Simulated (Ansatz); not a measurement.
# CH8FNOSi2: the cost of one run

All numbers below are computed with Ansatz 0.2.0 (RKS PBE0-D4/STO-3G).

**1. The system as given**

Bond lengths: C1–Si2 1.803 Å, Si2–N3 1.687 Å, Si2–O4 1.613 Å, Si2–Si5 2.383 Å, Si5–F6 1.601 Å, C1–H7 1.070 Å, C1–H8 1.139 Å, C1–H9 1.075 Å, N3–H10 1.014 Å, N3–H11 1.060 Å, O4–H12 0.986 Å, Si5–H13 1.458 Å, Si5–H14 1.527 Å. Angles (14 of 22 angles, heavy atoms first): C1–Si2–N3 107.6°, C1–Si2–O4 115.7°, C1–Si2–Si5 108.0°, N3–Si2–O4 99.3°, N3–Si2–Si5 115.1°, O4–Si2–Si5 111.1°, Si2–Si5–F6 109.5°, Si2–C1–H7 114.0°, Si2–C1–H8 110.7°, Si2–C1–H9 113.4°, Si2–N3–H10 110.9°, Si2–N3–H11 108.4°, Si2–O4–H12 116.1°, Si2–Si5–H13 109.9°.

Coordinates:

```xyz
14

C    -1.2233   -0.0291   -1.2556
Si   -0.1823   -0.3910    0.1714
N     0.8928   -1.6116   -0.2764
O    -0.9165   -1.1284    1.4044
Si    0.8368    1.6444    0.8750
F     1.8147    2.1783   -0.2753
H    -1.7510   -0.8781   -1.6365
H    -2.0067    0.7553   -0.9946
H    -0.6957    0.4599   -2.0551
H     1.5403   -1.2818   -0.9842
H     1.5290   -1.8145    0.5465
H    -1.2201   -2.0516    1.2398
H     1.5981    1.4223    2.0979
H    -0.2289    2.6967    1.1716
```

**2. Preparing the start**

Input file input.yaml:

```yaml
crystal:
  periodic: [false, false, false]
  atoms:
    - { symbol: C, position_ang: [-1.2233, -0.0291, -1.2556] }
    - { symbol: Si, position_ang: [-0.1823, -0.391, 0.1714] }
    - { symbol: "N", position_ang: [0.8928, -1.6116, -0.2764] }
    - { symbol: O, position_ang: [-0.9165, -1.1284, 1.4044] }
    - { symbol: Si, position_ang: [0.8368, 1.6444, 0.875] }
    - { symbol: F, position_ang: [1.8147, 2.1783, -0.2753] }
    - { symbol: H, position_ang: [-1.751, -0.8781, -1.6365] }
    - { symbol: H, position_ang: [-2.0067, 0.7553, -0.9946] }
    - { symbol: H, position_ang: [-0.6957, 0.4599, -2.0551] }
    - { symbol: H, position_ang: [1.5403, -1.2818, -0.9842] }
    - { symbol: H, position_ang: [1.529, -1.8145, 0.5465] }
    - { symbol: H, position_ang: [-1.2201, -2.0516, 1.2398] }
    - { symbol: H, position_ang: [1.5981, 1.4223, 2.0979] }
    - { symbol: H, position_ang: [-0.2289, 2.6967, 1.1716] }
basis:
  gaussian: { orbitals: STO-3G }
hamiltonian:
  xc: pbe0
  dispersion: d4
relax:
  f_tol: 0.02
  max_steps: 40
scf:
  lower_state_search: "off"
```

The run is started by

```bash
ansatz run input.yaml --threads 1 --pin off --max-ram 2048MiB --backend cpu --events-out ev --progress --plain --runs-dir out
```

Q: Estimate wall time and peak memory on 1 thread of Arm Neoverse V1, shared host.

About 32 s, with a peak of 0.17 GiB.
